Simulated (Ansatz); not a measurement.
# r2SCAN50-D4/6-31G(d) (spherical functions, accuracy low) run of BSiH3BrOF (SMILES OB(F)[SiH2]Br)

What is the vertical electron affinity of BSiH3BrOF at r2SCAN50-D4/6-31G* (spherical functions, accuracy low)? 

The results are computed with Ansatz 0.2.0.

**1. Starting point**

BSiH3BrOF: 8 atoms, total charge 0, spin state singlet. SMILES: `OB(F)[SiH2]Br`. Geometry: relaxed at PBE0-D4/def2-TZVP. This is one conformer, not always the lowest.

Bond lengths: O1–B2 1.342 Å, B2–F3 1.327 Å, B2–Si4 2.036 Å, Si4–Br5 2.245 Å, O1–H6 0.964 Å, Si4–H7 1.483 Å, Si4–H8 1.483 Å. Angles: O1–B2–F3 117.5°, O1–B2–Si4 122.3°, F3–B2–Si4 120.2°, B2–Si4–Br5 105.0°, B2–O1–H6 112.9°, B2–Si4–H7 113.7°, B2–Si4–H8 113.7°, Br5–Si4–H7 107.4°, Br5–Si4–H8 107.4°, H7–Si4–H8 109.1°.

**2. The energy at r2SCAN50-D4/6-31G(d) (spherical functions, accuracy low)**

File run.yaml:

```yaml
basis:
  gaussian:
    orbitals: 6-31G_st_-spherical.json
    symmetry_tolerance_ang: 0.05
crystal:
  periodic: [false, false, false]
  atoms:
    - {symbol: O, position_ang: [0.941700, 0.833400, 1.457300]}
    - {symbol: B, position_ang: [0.780700, -0.286000, 0.734800]}
    - {symbol: F, position_ang: [1.516600, -1.339300, 1.065700]}
    - {symbol: Si, position_ang: [-0.532800, -0.401000, -0.816500]}
    - {symbol: Br, position_ang: [-1.485000, 1.629100, -0.924300]}
    - {symbol: H, position_ang: [0.375800, 1.555500, 1.160500]}
    - {symbol: H, position_ang: [0.113200, -0.658700, -2.126800]}
    - {symbol: H, position_ang: [-1.618200, -1.390200, -0.606500]}
hamiltonian:
  xc: {name: r2SCAN50}
  dispersion: d4
scf:
  lower_state_search: standard
accuracy: low
output:
  orbitals: {seedname: orbitals}
```

The basis set 6-31G* is read from a file made from the Basis Set Exchange's data (not shown).

On the command line:

```sh
$ ansatz run run.yaml --threads 1 --pin off --max-ram 2610MiB --events-out events.jsonl --progress --plain --runs-dir runs
```

What it wrote:

```text
Warning: RAYON_NUM_THREADS=1 ignored (pool sized by the plan → 1); use --threads N
Functional definition: r2SCAN50
  name "r2SCAN50"
  parameter a = 0.5
  parameter k0 = 0.174
  parameter k1 = 0.065
  parameter a1 = 4.9479
  exchange = (1 - a)*r2scan_x(k0 = k0, k1 = k1, a1 = a1) + a*exact_x
  correlation = r2scan_c
968 factors; integrals over basis functions are off by at most 1.2e-3 eV
mean field evaluation 1: about -83399.7536 eV, gradient 3.9e1 eV
mean field evaluation 2: about -83399.5490 eV, gradient 4.2e1 eV
mean field evaluation 4: about -83402.4218 eV, gradient 1.5e0 eV
mean field evaluation 8: about -83402.6838 eV, gradient 1.4e-1 eV
mean field evaluation 16: about -83402.6839 eV, gradient 5.2e-5 eV
mean field -83402.68389946 eV, -3064.9921009357 hartree, gradient 5.2e-5 eV, S^2 0.000000; 0 other end points of the search recorded, 0 dependent functions left out
reference -83402.68390449 eV, -3064.9921011205 hartree; 37, 37 occupied and 61, 61 virtual orbitals, 968 factors
Total energy: -83402.74456274 eV, -3064.9943302699 hartree
```

Wall time 9 s (1 thread of Arm Neoverse V2, shared host).

**3. The doublet anion at the same level**

run.yaml: that of step 2 with these lines changed.

```diff
@@ -1,5 +1 @@
-basis:
-  gaussian:
-    orbitals: 6-31G_st_-spherical.json
-    symmetry_tolerance_ang: 0.05
 crystal:
@@ -15,2 +11,10 @@
     - {symbol: H, position_ang: [-1.618200, -1.390200, -0.606500]}
+basis:
+  gaussian:
+    orbitals: 6-31G_st_-spherical.json
+    symmetry_tolerance_ang: 0.05
+total_charge: -1
+magnetization:
+  spin_polarized: true
+  initial_magnetization: 1
 hamiltonian:
@@ -18,5 +22,5 @@
   dispersion: d4
+accuracy: low
 scf:
   lower_state_search: standard
-accuracy: low
 output:
```

The basis set 6-31G* is read from a file made from the Basis Set Exchange's data (not shown).

On the command line:

```sh
$ ansatz run run.yaml --threads 1 --pin off --max-ram 2610MiB --events-out events.jsonl --progress --plain --runs-dir runs
```

What it wrote (excerpt; [...] marks lines left out):

```text
Warning: RAYON_NUM_THREADS=1 ignored (pool sized by the plan → 1); use --threads N
[... 8 set-up lines as earlier in the session ...]
968 factors; integrals over basis functions are off by at most 1.2e-3 eV
mean field evaluation 1: about -83400.1156 eV, gradient 1.6e1 eV
mean field evaluation 2: about -83400.7823 eV, gradient 1.3e1 eV
mean field evaluation 4: about -83401.4617 eV, gradient 7.3e-1 eV
mean field evaluation 8: about -83401.5416 eV, gradient 1.3e-1 eV
mean field evaluation 16: about -83401.5420 eV, gradient 9.5e-4 eV
mean field evaluation 32: about -83401.4824 eV, gradient 1.9e-1 eV
mean field -83401.54198671 eV, -3064.9501364161 hartree, gradient 2.9e-6 eV, S^2 0.756658; 1 other end points of the search recorded, 0 dependent functions left out
reference -83401.54199317 eV, -3064.9501366533 hartree; 38, 37 occupied and 60, 61 virtual orbitals, 968 factors
Total energy: -83401.60978670 eV, -3064.9526280196 hartree
```

Run time: 37 s. Hardware: 1 thread of Arm Neoverse V2, shared host; peak memory 0.42 GiB.

**4. What came out**

At r2SCAN50-D4/6-31G* (spherical functions, accuracy low):

| quantity | value |
| --- | --- |
| singlet BSiH3BrOF: total energy | -3064.99433 Eh |
| singlet BSiH3BrOF: HOMO energy | -9.75 eV |
| singlet BSiH3BrOF: LUMO energy | 0.27 eV |
| singlet BSiH3BrOF: HOMO–LUMO gap | 10.02 eV |
| singlet BSiH3BrOF: dispersion energy | -5.85 kJ/mol |
| doublet anion: total energy | -3064.95263 Eh |
| doublet anion: HOMO energy (highest over α and β) | 2.15 eV |
| doublet anion: LUMO energy (lowest over α and β) | 5.39 eV |
| doublet anion: dispersion energy | -6.54 kJ/mol |
| doublet anion: ⟨S²⟩ | 0.757 |
| vertical electron affinity (to the doublet anion) | -1.135 eV |

What this shows: The anion lies 1.13 eV (109 kJ/mol) above the neutral: the electron isn't bound at this level, and such a value depends on the basis. Without diffuse functions anions come out too high. The accuracy setting (singlet BSiH3BrOF) is loose, so the last digits carry no meaning. The accuracy setting (doublet anion) is loose, so the last digits carry no meaning. The HOMO (doublet anion) lies at positive energy, 2.15 eV; only total energies tell whether the electron is bound.
